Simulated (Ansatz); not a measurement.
## Pt, space group P6_3/mmc: a test of the smearing width, step by step

With the Ansatz DFT code, driven from Python.

Notebook, run cell by cell (the value of a cell's last expression is shown):

In [1]:
```python
import warnings

import ansatz as az
import matplotlib.pyplot as plt
```

In [2]:
```python
warnings.simplefilter("ignore", az.DeckWarning)

lattice = az.Lattice.of(
    [2.760666, 0.0, 0.0],
    [-1.380333, 2.390807, 0.0],
    [0.0, 0.0, 4.792134],
)
sites = [
    ("Pt", [2 / 3, 1 / 3, 0.75]),
    ("Pt", [1 / 3, 2 / 3, 0.25]),
]
cell = az.Crystal(lattice=lattice)
for symbol, position in sites:
    cell = cell.atom(symbol, position)
```

In [3]:
```python
cell.resolved().tree()["lattice"]
```
Out [3]:
```text
((2.760666, 0.0, 0.0), (-1.380333, 2.390807, 0.0), (0.0, 0.0, 4.792134))
```

In [4]:
```python
setup = (
    cell.calculation()
    .functional(az.Functional.R2SCAN)
    .basis(37 * az.Ry)
    .kpoints(14, 14, 7, center="gamma")  # sampling of the Brillouin zone
    .stress()
)
```

In [5]:
```python
rows = []
for value in [0.25, 0.15, 0.1, 0.05, 0.025]:
    report = setup.occupations("cold", width=value).run().report
    rows.append((value, report["free_energy_ev"] / len(report["lattice"]["sites"]), report["n_iterations"], sum(report["stress_gpa"][i][i] for i in range(3)) / 3, report["n_kpoints"]))
```

In [6]:
```python
print("  width (eV)   F/atom (eV)    iterations       P (GPa)      k-points")
for row in rows:
    print(f"{str(row[0]):>12s}  {row[1]:12.5f}  {row[2]:12d}  {row[3]:12.3f}  {row[4]:12d}")
```
```text
  width (eV)   F/atom (eV)    iterations       P (GPa)      k-points
        0.25  -12536.71693             6        -6.668            96
        0.15  -12536.71828             6        -6.701            96
         0.1  -12536.71888             6        -6.669            96
        0.05  -12536.71909             6        -6.662            96
       0.025  -12536.71924             6        -6.665            96
```

In [7]:
```python
# the last row is the reference
for row in rows[:-1]:
    shift = 1000 * (row[1] - rows[-1][1])
    print(f"{row[0]}: {shift:+.2f} meV/atom" + ("  (within 2 meV)" if abs(shift) < 2 else ""))
plt.figure(figsize=(4.5, 3))
plt.plot([str(row[0]) for row in rows], [1000 * (row[1] - rows[-1][1]) for row in rows], "o-")
plt.xlabel("width (eV)")
plt.ylabel("F - F(last) (meV/atom)")
plt.tight_layout()
plt.savefig("smear.png", dpi=100)
```
```text
0.25: +2.31 meV/atom
0.15: +0.96 meV/atom  (within 2 meV)
0.1: +0.36 meV/atom  (within 2 meV)
0.05: +0.15 meV/atom  (within 2 meV)
```

Going from 0.025 to 0.25 eV changes F by +2.3 meV an atom. This scheme is built to cancel the term in the square of the width, but that needs a smooth density of states and a fine mesh, and here a sizeable shift remains. The pressure moves from -6.66 to -6.67 GPa.

Spin is left out of this run. The narrowest width needs the finest mesh, so the last row is no converged reference. Pressure is positive in compression. Spin-orbit coupling, which matters for elements this heavy, is left out. At these settings the cell as given stands under about -7 GPa, so it isn't at this functional's equilibrium volume. This isn't the structure that Pt takes at ambient conditions. Hardware and time: 29 s on 1 thread of Arm Neoverse V2 (shared host), peak memory 0.54 GiB.
